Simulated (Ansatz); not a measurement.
Write a Python script for Ansatz 0.2.0 through its Python package that makes an active-space calculation of CH3K, SMILES [CH3][K]. Level of theory: SC-NEVPT2, def2-SVP basis, multiplicity 1.

```yaml
atoms:
  - { symbol: C, position_ang: [-0.2203, 0.0443, -0.1066] }
  - { symbol: K, position_ang: [1.9961, -0.7428, 0.8798] }
  - { symbol: H, position_ang: [-1.1222, -0.1293, 0.5810] }
  - { symbol: H, position_ang: [-0.3889, -0.4218, -1.0816] }
  - { symbol: H, position_ang: [-0.2147, 1.1759, -0.3139] }
```

The script, `ch3k_cas.py`:
```python
import warnings

import ansatz


def main() -> None:
    warnings.simplefilter("ignore", ansatz.DeckWarning)

    molecule = (
        ansatz.Crystal.molecule()
        .atom("C", (-0.2203, 0.0443, -0.1066))
        .atom("K", (1.9961, -0.7428, 0.8798))
        .atom("H", (-1.1222, -0.1293, 0.581))
        .atom("H", (-0.3889, -0.4218, -1.0816))
        .atom("H", (-0.2147, 1.1759, -0.3139))
    )

    model = molecule.calculation().basis(gaussian="def2-SVP").correlation(active_electrons=4, active_orbitals=4)
    for method in ["sc_nevpt2"]:
        rep = (model if method is None else model.correlation(method)).run(threads=1, pin="off").report
        space = rep["configurations"]
        state = space["states"][0]
        print(method or "casscf", f"total {rep['free_energy_ev'] / 27.211386246:.6f} Ha, active-space state {state['energy']['hartree']:.6f} Ha, mean field {rep['reference_energy_ev'] / 27.211386246:.6f} Ha")
        print("  determinants", state["n_determinants"], " natural occupations", [round(n, 3) for n in space["natural_occupations"]])
    print("effectively unpaired electrons, sum of min(n, 2 - n):", round(sum(min(n, 2 - n) for n in space["natural_occupations"]), 3))


if __name__ == "__main__":
    main()
```

```console
$ python ch3k_cas.py
sc_nevpt2 total -638.809031 Ha, active-space state -638.635592 Ha, mean field -638.597923 Ha
  determinants 36  natural occupations [1.976, 1.965, 0.035, 0.024]
effectively unpaired electrons, sum of min(n, 2 - n): 0.118
```

What to keep in mind:
- These settings explore the input space; basis and method may be short of convergence.
- The geometry is a force-field or estimated start, not a minimum of this method, and the basis set is short of its limit. The active space starts as a window about the frontier orbitals and is then optimised, not chosen by chemistry.
- Finished in 2.5 s on 1 thread of Arm Neoverse V2, with other jobs on the host, peak memory 0.15 GiB.

(Lines on the test bed's own set-up are left out of the output.)
